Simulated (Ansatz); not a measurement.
# ScGa3: equation of state

The task here is to estimate one member of a computed series from the others.

Program: Ansatz 0.2.0. Level of theory: DFT LDA, scalar-relativistic. These are calculated values, not measurements.

## Starting point

The structure is cubic, space group Pm-3m (No. 221). The conventional cell has a = 4.095 Å, b = 4.095 Å, c = 4.095 Å, α = 90.00°, β = 90.00°, γ = 90.00°. Sc (site symmetry m-3m) has 12 Ga at 2.90 Å as nearest neighbours. Ga (site symmetry 4/mmm) has 4 Sc at 2.90 Å and 8 Ga at 2.90 Å as nearest neighbours.

Coordinates:

```
Sc Ga
1.0
     4.09500    0.00000    0.00000
     0.00000    4.09500    0.00000
     0.00000    0.00000    4.09500
Sc Ga
1 3
Direct
  0.00000 0.00000 0.00000
  0.00000 0.50000 0.50000
  0.50000 0.00000 0.50000
  0.50000 0.50000 0.00000
```

Atoms are numbered in the order of the input: Sc1, Ga2, Ga3, Ga4.

Set-up of the first run:

File input.yaml:

```yaml
crystal:
  lattice:
    - [4.0114051152, 0.0, 0.0]
    - [0.0, 4.0114051152, 0.0]
    - [0.0, 0.0, 4.0114051152]
  atoms:
    - { symbol: Sc, position: [0.0, 0.0, 0.0] }
    - { symbol: Ga, position: [0.0, 0.5, 0.5] }
    - { symbol: Ga, position: [0.5, 0.0, 0.5] }
    - { symbol: Ga, position: [0.5, 0.5, 0.0] }
kpoints:
  mp_grid: { grid: [9, 9, 9] }
  band_path:
    path:
      - [0.0, 0.0, 0.0]
      - [0.0, 0.5, 0.0]
      - [0.5, 0.5, 0.0]
      - [0.0, 0.0, 0.0]
      - [0.5, 0.5, 0.5]
      - [0.0, 0.5, 0.0]
      - [0.5, 0.5, 0.5]
      - [0.5, 0.5, 0.0]
    npoints: 5
scf:
  occupations: { method: fermi_dirac, width: 0.05 }
hamiltonian:
  xc: lda
  pseudopotentials: { kind: all_electron, lapw: { basis_error: 0.001 } }
output:
  forces: true
  stress: true
  eigenvalues: true
```

Started as:

```console
ansatz run input.yaml --threads 1 --pin off --max-ram 4096MiB --backend cpu --events-out ev --progress --plain --runs-dir out
```

Among the steps run: Volume × 0.94, LAPW; Volume × 0.94, PAW; Volume × 0.94, crystal datasets; Volume × 0.98, LAPW; Volume × 0.98, PAW; Volume × 0.98, crystal datasets; Volume × 1.01, LAPW; Volume × 1.01, PAW; Volume × 1.01, crystal datasets; Volume × 1.04, LAPW; Volume × 1.04, PAW; Volume × 1.04, crystal datasets.

One table of the session follows, with a row left open; its other results are not shown here.

It belongs to the step «Fits». 

```
          method  volume (Å³/atom)  pressure (GPa)
            LAPW            16.137           -0.70
            LAPW            16.824           -4.03
            LAPW            17.339           -6.09
            LAPW            17.854           -7.84
             PAW            16.137           -0.74
             PAW            16.824           -4.06
             PAW            17.339               ?
             PAW            17.854           -7.87
crystal datasets            16.137           -0.70
crystal datasets            16.824           -4.03
crystal datasets            17.339           -6.09
crystal datasets            17.854           -7.84
```

Q: Estimate the row for PAW, 17.339 from the others.

As computed: pressure (GPa): -6.12. In the column «pressure (GPa)» it lies between crystal datasets, 17.854 (-7.84) and LAPW, 17.339 (-6.09).

To keep in mind: Warnings in the runs' records: crystal datasets made.
